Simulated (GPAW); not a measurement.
# MoI in GPAW: the effect of functional

Crystal: MoI.

```xyz
2
Lattice="0.0000 3.1789 3.1789 3.1789 0.0000 3.1789 3.1789 3.1789 0.0000" Properties=species:S:1:pos:R:3 pbc="T T T"
Mo    0.0000    0.0000    0.0000
I     4.7683    4.7683    4.7683
```

The cell was built by a generator and needn't be a form met in nature.

Alike in all runs:

* Program: GPAW 26.7.0
* Task: band structure
* Cutoff: 600 eV
* Basis: pw
* k mesh: 7 × 7 × 7
* Occupations: fermi-dirac, width 0.05 eV
* Spin: no spin polarisation

Question: One run gave: pressure -7.5 GPa. Which functional did it use?
A. r2SCAN
B. PBEsol
C. RPBE
D. LDA
E. revPBE

Answer: A.

| functional | potentials or basis | pressure (GPa) |
| --- | --- | --- |
| LDA | the program's PAW data sets (release 1.2.1) made for this functional | -11.2 |
| PBEsol | PAW data sets generated in the run's folder for this functional | -9.8 |
| RPBE | the program's PAW data sets (release 1.2.1) made for this functional | -5.3 |
| revPBE | the program's PAW data sets (release 1.2.1) made for this functional | -5.8 |
| r2SCAN | GPAW PAW data sets (gpaw-data 1.2.1) | -7.5 |

Caveats: an odd number of electrons without spin polarisation forces a metal; a magnetic or distorted state may lie lower; the PAW data sets were made with another functional, which shifts forces and pressure a little (some runs).

Runs at the PBE level aren't shown here.
